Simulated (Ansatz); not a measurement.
# SiNH4O2 (SMILES N[Si](O)O), step by step

Aim: a series of 8 runs (UHF/STO-3G, UHF/3-21G, UHF/6-31G*) of H4NO2Si. 

The results are computed with Ansatz 0.2.0.

## 1. The structure to begin with

The species is SiNH4O2 (8 atoms), meant as a doublet with charge 0. As SMILES, `N[Si](O)O`. Geometry: relaxed at PBE0-D4/def2-TZVP. This is one conformer, not always the lowest. The run starts from this shape.

Bond lengths: N1–Si2 1.700 Å, Si2–O3 1.651 Å, Si2–O4 1.651 Å, N1–H5 1.006 Å, N1–H6 1.006 Å, O3–H7 0.958 Å, O4–H8 0.958 Å. Angles: N1–Si2–O3 104.3°, N1–Si2–O4 104.3°, O3–Si2–O4 116.1°, Si2–N1–H5 120.9°, Si2–N1–H6 120.9°, Si2–O3–H7 115.7°, Si2–O4–H8 115.7°, H5–N1–H6 112.9°.

## 2. A structure relaxation at UHF/STO-3G (start density atoms) (run 1)

job.yaml reads:

```yaml
crystal:
  periodic: [false, false, false]
  atoms:
    - {symbol: "N", position_ang: [-0.498000, 1.267000, 0.129300]}
    - {symbol: Si, position_ang: [0.096000, -0.243600, -0.376000]}
    - {symbol: O, position_ang: [1.641600, -0.288300, 0.202600]}
    - {symbol: O, position_ang: [-0.956500, -1.334700, 0.277900]}
    - {symbol: H, position_ang: [0.071200, 2.094000, 0.065100]}
    - {symbol: H, position_ang: [-1.483600, 1.467400, 0.110500]}
    - {symbol: H, position_ang: [2.250900, -0.848000, -0.280900]}
    - {symbol: H, position_ang: [-1.029400, -2.171000, -0.184200]}
basis:
  gaussian: {orbitals: STO-3G}
magnetization: {spin_polarized: true, initial_magnetization: 1}
hamiltonian: {xc: hf}
relax: {f_tol: 0.002}
output: {orbitals: {seedname: orbitals}}
```

The run is started by

```
$ ansatz run job.yaml --threads 1 --pin off --max-ram 3480MiB --events-out events.jsonl --progress --plain --runs-dir runs
```

Output, shortened:

```text
Warning: RAYON_NUM_THREADS=1 ignored (pool sized by the plan → 1); use --threads N
[...]
Functional definition: HF
  name "HF"
[...]
397 factors; integrals over basis functions are off by at most 9.5e-6 eV
[...]
mean field -13315.62280883 eV, -489.3401125712 hartree, gradient 3.9e-5 eV, S^2 0.757916; 0 other end points of the search recorded, 0 dependent functions left out
[...]
reference -13315.62280883 eV, -489.3401125712 hartree; 21, 20 occupied and 7, 8 virtual orbitals, 397 factors
relax step   1: F+E_penalty+E_count = -13315.62280883 eV  Δ(F+E_penalty+E_count) = +0.000e0 eV  max|allowed force component| = 2.368e0 eV/Å  Δτ_max = 0.0000 Å  (31 SCF iters, accepted)
[...]
relax step   3: F+E_penalty+E_count = -13315.82712321 eV  Δ(F+E_penalty+E_count) = -4.435e-2 eV  max|allowed force component| = 2.749e-1 eV/Å  Δτ_max = 0.0754 Å  (36 SCF iters, accepted)
[...]
relax step   5: F+E_penalty+E_count = -13315.84967437 eV  Δ(F+E_penalty+E_count) = -7.698e-3 eV  max|allowed force component| = 1.562e-1 eV/Å  Δτ_max = 0.0378 Å  (36 SCF iters, accepted)
[...]
relax step   7: F+E_penalty+E_count = -13315.85664871 eV  Δ(F+E_penalty+E_count) = -8.945e-4 eV  max|allowed force component| = 5.608e-2 eV/Å  Δτ_max = 0.0150 Å  (29 SCF iters, accepted)
[...]
relax step   9: F+E_penalty+E_count = -13315.85692866 eV  Δ(F+E_penalty+E_count) = -2.605e-5 eV  max|allowed force component| = 5.585e-3 eV/Å  Δτ_max = 0.0012 Å  (31 SCF iters, accepted)
[...]
relax step  10: F+E_penalty+E_count = -13315.85692976 eV  Δ(F+E_penalty+E_count) = -1.100e-6 eV  max|allowed force component| = 2.338e-3 eV/Å  Δτ_max = 0.0002 Å  (31 SCF iters, accepted)
[...]
relax step  11: F+E_penalty+E_count = -13315.85692988 eV  Δ(F+E_penalty+E_count) = -1.206e-7 eV  max|allowed force component| = 7.451e-5 eV/Å  Δτ_max = 0.0001 Å  (31 SCF iters, accepted)
398 factors; integrals over basis functions are off by at most 1.1e-5 eV
[...]
mean field -13315.85692988 eV, -489.3487163612 hartree, gradient 1.4e-5 eV, S^2 0.761034; 1 other end points of the search recorded, 0 dependent functions left out
[...]
reference -13315.85692988 eV, -489.3487163612 hartree; 21, 20 occupied and 7, 8 virtual orbitals, 398 factors
Total energy: -13315.85692988 eV, -489.3487163612 hartree
Atom 0 at    -0.514807     1.318243     0.250916 Å, force    -0.000038    -0.000006    -0.000054 eV/Å
Atom 1 at     0.059437    -0.158250    -0.463502 Å, force     0.000018    -0.000075    -0.000017 eV/Å
Atom 2 at     1.617837    -0.299369     0.167532 Å, force     0.000011    -0.000036    -0.000066 eV/Å
Atom 3 at    -0.933526    -1.326454     0.240746 Å, force    -0.000017    -0.000043    -0.000042 eV/Å
Atom 4 at     0.028161     2.159218     0.045005 Å, force     0.000041     0.000026     0.000057 eV/Å
Atom 5 at    -1.499082     1.542482     0.091607 Å, force    -0.000024     0.000053     0.000022 eV/Å
Atom 6 at     2.052369    -1.088327    -0.234690 Å, force     0.000013     0.000059     0.000045 eV/Å
Atom 7 at    -0.718189    -2.204743    -0.153314 Å, force    -0.000003     0.000021     0.000054 eV/Å
Dipole moment:     0.039751    -0.153147    -0.759829 e Å
```

Wall time 3.9 s (1 thread of AMD EPYC 9R45 (Zen 5), shared host); peak memory 0.12 GiB.

Step by step:

```csv
step,energy from the first frame kept (eV),largest force (eV/Å)
1,0.0000,2.3706
2,-0.1600,0.8623
3,-0.2043,0.2962
4,-0.2192,0.3367
5,-0.2269,0.1919
6,-0.2329,0.1037
7,-0.2338,0.0706
8,-0.2341,0.0472
9,-0.2341,0.0056
10,-0.2341,0.0024
11,-0.2341,0.0001
```

After the run. Bond lengths: N1–Si2 1.738 Å, Si2–O3 1.687 Å, Si2–O4 1.687 Å, N1–H5 1.022 Å, N1–H6 1.022 Å, O3–H7 0.986 Å, O4–H8 0.986 Å. Angles: N1–Si2–O3 102.9°, N1–Si2–O4 102.8°, O3–Si2–O4 109.2°, Si2–N1–H5 116.2°, Si2–N1–H6 116.1°, Si2–O3–H7 108.7°, Si2–O4–H8 108.7°, H5–N1–H6 107.4°.

## 3. Vibrational wavenumbers at UHF/STO-3G (start density atoms) (run 2)

run.yaml reads:

```yaml
crystal:
  periodic: [false, false, false]
  atoms:
    - {symbol: N, position_ang: [-0.514807, 1.318243, 0.250916]}
    - {symbol: Si, position_ang: [0.059437, -0.158250, -0.463502]}
    - {symbol: O, position_ang: [1.617837, -0.299369, 0.167532]}
    - {symbol: O, position_ang: [-0.933526, -1.326454, 0.240746]}
    - {symbol: H, position_ang: [0.028161, 2.159218, 0.045005]}
    - {symbol: H, position_ang: [-1.499082, 1.542482, 0.091607]}
    - {symbol: H, position_ang: [2.052369, -1.088327, -0.234690]}
    - {symbol: H, position_ang: [-0.718189, -2.204743, -0.153314]}
basis:
  gaussian:
    orbitals: STO-3G
magnetization:
  spin_polarized: true
  initial_magnetization: 1
hamiltonian:
  xc: hf
phonons:
  temperatures: {t_min: 298.15, t_max: 298.15, t_step: 1}
```

The run is started by

```
$ ansatz run run.yaml --threads 1 --pin off --max-ram 3480MiB --events-out events.jsonl --progress --plain --runs-dir runs
```

Output, shortened:

```text
Warning: RAYON_NUM_THREADS=1 ignored (pool sized by the plan → 1); use --threads N
Functional definition: HF
  name "HF"
[...]
399 factors; integrals over basis functions are off by at most 9.2e-6 eV
[...]
mean field -13315.85692879 eV, -489.3487163211 hartree, gradient 4.1e-5 eV, S^2 0.761034; 0 other end points of the search recorded, 0 dependent functions left out
[...]
reference -13315.85692879 eV, -489.3487163211 hartree; 21, 20 occupied and 7, 8 virtual orbitals, 399 factors
[...]
399 factors; integrals over basis functions are off by at most 9.1e-6 eV
[...]
mean field -13315.85666946 eV, -489.3487067910 hartree, gradient 1.5e-6 eV, S^2 0.761031; 0 other end points of the search recorded, 0 dependent functions left out
[...]
reference -13315.85666946 eV, -489.3487067910 hartree; 21, 20 occupied and 7, 8 virtual orbitals, 399 factors
[...]
399 factors; integrals over basis functions are off by at most 9.2e-6 eV
[...]
Total energy: -13315.85692879 eV, -489.3487163211 hartree
Atom 0 at    -0.514807     1.318243     0.250916 Å, force    -0.000072    -0.000001    -0.000040 eV/Å
Atom 1 at     0.059437    -0.158250    -0.463502 Å, force    -0.000019    -0.000044    -0.000054 eV/Å
Atom 2 at     1.617837    -0.299369     0.167532 Å, force     0.000060    -0.000043    -0.000054 eV/Å
Atom 3 at    -0.933526    -1.326454     0.240746 Å, force    -0.000028    -0.000076    -0.000047 eV/Å
Atom 4 at     0.028161     2.159218     0.045005 Å, force     0.000039     0.000025     0.000052 eV/Å
Atom 5 at    -1.499082     1.542482     0.091607 Å, force     0.000007     0.000043     0.000021 eV/Å
Atom 6 at     2.052369    -1.088327    -0.234690 Å, force     0.000018     0.000057     0.000053 eV/Å
Atom 7 at    -0.718189    -2.204743    -0.153314 Å, force    -0.000006     0.000039     0.000071 eV/Å
Dipole moment:     0.039752    -0.153148    -0.759828 e Å
Vibrations: 39.25 165.29 230.56 309.74 322.46 389.02 555.07 850.32 927.01 971.85 1111.03 1217.81 1270.83 1985.17 3973.09 4158.55 4240.23 4243.23 cm⁻¹, zero-point energy 1.671337 eV
```

It took 10 s on 1 thread of AMD EPYC 9R45 (Zen 5), shared host.

## 4. The singlet cation: a single-point energy at UHF/STO-3G (start density atoms) (run 3)

molecule.yaml reads:

```yaml
crystal:
  periodic: [false, false, false]
  atoms:
    - {symbol: N, position_ang: [-0.514807, 1.318243, 0.250916]}
    - {symbol: Si, position_ang: [0.059437, -0.158250, -0.463502]}
    - {symbol: O, position_ang: [1.617837, -0.299369, 0.167532]}
    - {symbol: O, position_ang: [-0.933526, -1.326454, 0.240746]}
    - {symbol: H, position_ang: [0.028161, 2.159218, 0.045005]}
    - {symbol: H, position_ang: [-1.499082, 1.542482, 0.091607]}
    - {symbol: H, position_ang: [2.052369, -1.088327, -0.234690]}
    - {symbol: H, position_ang: [-0.718189, -2.204743, -0.153314]}
basis:
  gaussian:
    orbitals: STO-3G
total_charge: 1
magnetization:
  spin_polarized: true
  initial_magnetization: 0
hamiltonian:
  xc: hf
```

The run is started by

```
$ ansatz run molecule.yaml --threads 1 --pin off --max-ram 3480MiB --events-out events.jsonl --progress --plain --runs-dir runs
```

Output:

```text
Warning: RAYON_NUM_THREADS=1 ignored (pool sized by the plan → 1); use --threads N
Functional definition: HF
  name "HF"
  exchange = exact_x
  correlation = 0
360 factors; integrals over basis functions are off by at most 2.9e-5 eV
mean field evaluation 1: about -13304.3200 eV, gradient 2.9e1 eV
mean field evaluation 2: about -13304.3915 eV, gradient 3.0e1 eV
mean field evaluation 4: about -13310.8876 eV, gradient 1.2e0 eV
mean field evaluation 8: about -13310.9059 eV, gradient 2.1e-2 eV
mean field evaluation 16: about -13311.0861 eV, gradient 3.1e-2 eV
mean field evaluation 32: about -13311.0862 eV, gradient 4.4e-4 eV
mean field evaluation 64: about -13305.8842 eV, gradient 2.1e1 eV
mean field -13311.08621246 eV, -489.1733957297 hartree, gradient 2.7e-5 eV, S^2 0.587113; 3 other end points of the search recorded, 0 dependent functions left out
reference -13311.08621246 eV, -489.1733957297 hartree; 20, 20 occupied and 8, 8 virtual orbitals, 360 factors
Total energy: -13311.08621246 eV, -489.1733957297 hartree
```

Wall time 0.24 s (1 thread of AMD EPYC 9R45 (Zen 5), shared host).

Runs 4 to 7 aren't shown in full; the table further down has their settings and results.

## 5. Vibrational wavenumbers at UHF/6-31G(d) (Cartesian functions, start density atoms) (run 8)

molecule.yaml reads:

```yaml
basis:
  gaussian: {orbitals: "6-31G*"}
crystal:
  periodic: [false, false, false]
  atoms:
    - {symbol: "N", position_ang: [-0.508157, 1.285158, 0.033566]}
    - {symbol: Si, position_ang: [0.094050, -0.240346, -0.398260]}
    - {symbol: O, position_ang: [1.636145, -0.287091, 0.182555]}
    - {symbol: O, position_ang: [-0.953718, -1.330774, 0.258027]}
    - {symbol: H, position_ang: [0.068905, 2.092369, 0.115223]}
    - {symbol: H, position_ang: [-1.478396, 1.468763, 0.160786]}
    - {symbol: H, position_ang: [2.245483, -0.866009, -0.251506]}
    - {symbol: H, position_ang: [-1.012110, -2.179271, -0.156091]}
phonons: {temperatures: {t_min: 298.15, t_max: 298.15, t_step: 1}}
magnetization: {spin_polarized: true, initial_magnetization: 1}
hamiltonian: {xc: hf}
```

The run is started by

```
$ ansatz run molecule.yaml --threads 1 --pin off --max-ram 3480MiB --events-out events.jsonl --progress --plain --runs-dir runs
```

Output, shortened:

```text
Warning: RAYON_NUM_THREADS=1 ignored (pool sized by the plan → 1); use --threads N
Functional definition: HF
  name "HF"
[...]
741 factors; integrals over basis functions are off by at most 4.0e-4 eV
[...]
mean field -13482.86675456 eV, -495.4862142148 hartree, gradient 1.9e-5 eV, S^2 0.754071; 0 other end points of the search recorded, 0 dependent functions left out
[...]
reference -13482.86675456 eV, -495.4862142148 hartree; 21, 20 occupied and 51, 52 virtual orbitals, 741 factors
[...]
741 factors; integrals over basis functions are off by at most 4.1e-4 eV
[...]
mean field -13482.86650938 eV, -495.4862052045 hartree, gradient 1.3e-6 eV, S^2 0.754069; 0 other end points of the search recorded, 0 dependent functions left out
[...]
reference -13482.86650938 eV, -495.4862052045 hartree; 21, 20 occupied and 51, 52 virtual orbitals, 741 factors
[...]
741 factors; integrals over basis functions are off by at most 4.0e-4 eV
[...]
Total energy: -13482.86675456 eV, -495.4862142148 hartree
Atom 0 at    -0.508157     1.285158     0.033566 Å, force     0.000151    -0.000530    -0.000072 eV/Å
Atom 1 at     0.094050    -0.240346    -0.398260 Å, force     0.000053    -0.000037    -0.000162 eV/Å
Atom 2 at     1.636145    -0.287091     0.182555 Å, force    -0.000019     0.000257    -0.000064 eV/Å
Atom 3 at    -0.953718    -1.330774     0.258027 Å, force    -0.000103     0.000297     0.000086 eV/Å
Atom 4 at     0.068905     2.092369     0.115223 Å, force    -0.000151     0.000043     0.000183 eV/Å
Atom 5 at    -1.478396     1.468763     0.160786 Å, force     0.000103    -0.000030    -0.000026 eV/Å
Atom 6 at     2.245483    -0.866009    -0.251506 Å, force    -0.000070    -0.000095     0.000042 eV/Å
Atom 7 at    -1.012110    -2.179271    -0.156091 Å, force     0.000037     0.000095     0.000013 eV/Å
Dipole moment:     0.050189    -0.154121    -0.413808 e Å
Vibrations: 159.82 193.12 215.69 288.43 326.23 366.98 418.49 818.91 835.22 911.81 911.96 993.22 1004.86 1741.87 3830.20 3936.81 4145.81 4148.31 cm⁻¹, zero-point energy 1.565160 eV
```

Run time: 22 s. Hardware: 1 thread of AMD EPYC 9R45 (Zen 5), shared host; peak memory 0.15 GiB.

## 6. All runs side by side

```csv
run,level,task,walk f tol,partner,energy (Eh),dipole moment (D),⟨S²⟩,wall time
1,UHF/STO-3G (start density atoms),optimise,0.002,base,-489.348716,3.73,0.761,3.9 s
2,UHF/STO-3G (start density atoms),frequencies,–,base,-489.348716,3.73,0.761,10 s
3,UHF/STO-3G (start density atoms),energy,–,cation,-489.173396,–,0.587,0.24 s
4,UHF/STO-3G (start density atoms),optimise,–,cation,-489.225780,–,–,3.9 s
5,UHF/3-21G (start density atoms),optimise,0.002,base,-492.846531,2.31,0.754,14 s
6,UHF/3-21G (start density atoms),frequencies,–,base,-492.846530,2.31,0.754,10 s
7,"UHF/6-31G* (Cartesian functions, start density atoms)",optimise,0.002,base,-495.486214,2.13,0.754,7.8 s
8,"UHF/6-31G* (Cartesian functions, start density atoms)",frequencies,–,base,-495.486214,2.13,0.754,22 s
```

## 7. What came out

```
                                                               quantity          value
                                        run 8, UHF/6-31G*: total energy  -495.48621 Eh
                                       run 8, UHF/6-31G*: dipole moment         2.13 D
                                                run 8, UHF/6-31G*: ⟨S²⟩          0.754
                            run 8, UHF/6-31G*: largest force on an atom     0.001 eV/Å
                          run 8, UHF/6-31G*: lowest harmonic wavenumber       160 cm⁻¹
                         run 8, UHF/6-31G*: highest harmonic wavenumber      4148 cm⁻¹
                                   run 8, UHF/6-31G*: zero-point energy   151.0 kJ/mol
                     vertical ionisation energy (to the singlet cation)       4.771 eV
adiabatic ionisation energy (to the singlet cation, no zero-point term)       3.345 eV
```

The vertical ionisation energy comes to 4.77 eV (460 kJ/mol). Only the singlet of the ionised species was computed; a triplet could lie lower. Its partner is spin-contaminated (⟨S²⟩ = 0.59 against 0.00), so the difference is in doubt. In a minimal basis such a difference can be off by several eV, whatever the method. The adiabatic ionisation energy (to the singlet cation, no zero-point term) is 3.35 eV (323 kJ/mol). In runs 1, 2, 3, 4 the basis is minimal, so the values are rough. Spin contamination of the reference: run 3 ⟨S²⟩ = 0.59. All runs together took 72 s, the longest 22 s.
